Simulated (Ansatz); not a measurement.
Predict the output of the script below (the Python package of Ansatz (0.2.0)).

Script `cas_alh4nse.py`:
```python
"""Active-space calculation on AlH4NSe."""

import ansatz as az
from ase import Atoms

config = {
    "basis_set": "def2-SVP",
}

atoms = Atoms(["N", "Al", "Se", "H", "H", "H", "H"], positions=[
    (-1.1708, 0.6524, -0.7194),
    (-0.2425, -0.1054, 0.6992),
    (1.5533, -1.586, 0.2043),
    (-1.5157, -0.0736, -1.3201),
    (-0.5256, 1.2086, -1.335),
    (-0.6287, 0.2367, 2.2132),
    (2.5912, -0.4008, 0.2122),
])
molecule = az.Crystal.molecule_from_ase(atoms)

job = (
    molecule.calculation()
    .basis(gaussian=config["basis_set"])
    .accuracy("medium")
    .correlation(active_electrons=2, active_orbitals=3)
)
for method in [None]:
    data = (job if method is None else job.correlation(method)).run().report
    space = data["configurations"]
    state = space["states"][0]
    print(method or "casscf", f"total {data['free_energy_ev'] / 27.211386246:.6f} Ha, active-space state {state['energy']['hartree']:.6f} Ha, mean field {data['reference_energy_ev'] / 27.211386246:.6f} Ha")
    print("  determinants", state["n_determinants"], " natural occupations", [round(n, 3) for n in space["natural_occupations"]])
print("effectively unpaired electrons, sum of min(n, 2 - n):", round(sum(min(n, 2 - n) for n in space["natural_occupations"]), 3))
```

```console
$ python cas_alh4nse.py
casscf total -2698.193404 Ha, active-space state -2698.193404 Ha, mean field -2698.170727 Ha
  determinants 9  natural occupations [1.96, 0.035, 0.005]
effectively unpaired electrons, sum of min(n, 2 - n): 0.079
```

What to keep in mind:
- These settings explore the input space; basis and method may be short of convergence.
- The geometry is a force-field or estimated start, not a minimum of this method, and the basis set is short of its limit. The active space starts as a window about the frontier orbitals and is then optimised, not chosen by chemistry.
- Finished in 11 s on 1 thread of Arm Neoverse V2, on a shared host, peak memory 0.28 GiB.
